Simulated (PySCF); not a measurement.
**AsO2 with other numerical set-ups**

Which parts of the numerical set-up matter for AsO2? Each run edits the base script.

The runs use PySCF 2.14.0; method and basis as typed in the scripts.

### Step 1. Where the work starts

AsO2: 3 atoms, charge 0, spin multiplicity 2.

Bond lengths: As1–O2 1.626 Å, As1–O3 1.626 Å. Angles: O2–As1–O3 126.4°.

### Step 2. Base script

File input.py:

```python
from pyscf import gto, scf, mp

mol = gto.M(
    atom='As 0.2195 0 0; O -0.514 0 1.4516; O -0.514 0 -1.4516',
    basis='x2c-svpall',
    charge=0,
    spin=1,
    verbose=3,
)
mf = scf.UHF(mol)
mf = mf.sfx2c1e()
mf.kernel()
mp.MP2(mf, frozen=11).kernel()
mf.dip_moment()
print('orbital energies (hartree):', [e[max(0, n-3):n+3].round(4) for e, n in zip(mf.mo_energy, mol.nelec)])
```

Run with:

```bash
> OMP_NUM_THREADS=1 python input.py
```

Its log is not repeated here.

### Step 3. Jorge-dzp (X2C off)

Run 1 changes basis set: x2c-svpall → jorge-dzp; spin-free X2C: on → off.

input.py: that of step 2 with these lines changed.

```diff
@@ -4,3 +4,3 @@
     atom='As 0.2195 0 0; O -0.514 0 1.4516; O -0.514 0 -1.4516',
-    basis='x2c-svpall',
+    basis='jorge-dzp',
     charge=0,
@@ -10,3 +10,2 @@
 mf = scf.UHF(mol)
-mf = mf.sfx2c1e()
 mf.kernel()
```

### Step 4. Def2-svp (X2C off)

Run 2 changes basis set: x2c-svpall → def2-svp; spin-free X2C: on → off.

input.py: that of step 2 with these lines changed.

```diff
@@ -4,3 +4,3 @@
     atom='As 0.2195 0 0; O -0.514 0 1.4516; O -0.514 0 -1.4516',
-    basis='x2c-svpall',
+    basis='def2-svp',
     charge=0,
@@ -10,3 +10,2 @@
 mf = scf.UHF(mol)
-mf = mf.sfx2c1e()
 mf.kernel()
```

### Step 5. Spin-free X2C off

Run 3 changes spin-free X2C: on → off.

input.py: that of step 2 with these lines changed.

```diff
@@ -10,3 +10,2 @@
 mf = scf.UHF(mol)
-mf = mf.sfx2c1e()
 mf.kernel()
```

**Question.** What will these runs give? Wanted: for each run, E(SCF); from base; gap, α spin; SCF dipole; after the SCF.

**Answer**, as computed:

```csv
run,E(SCF) (hartree),from base (eV),"gap, α spin (eV)",SCF dipole (D),functions,after the SCF
base,-2408.228960,0,13.16,2.53,60,"MP2 correlation -16.738 eV, core frozen"
jorge-dzp (X2C off),-2383.752765,not comparable,12.74,2.71,73,"MP2 correlation -20.330 eV, core frozen"
def2-svp (X2C off),-2383.413736,not comparable,13.08,2.54,60,"MP2 correlation -16.615 eV, core frozen"
spin-free X2C off (poor choice),-2373.163016,not comparable,13.00,2.53,60,"MP2 correlation -16.725 eV, core frozen"
```

In words: Rows marked «poor choice» come from settings spoiled on purpose.
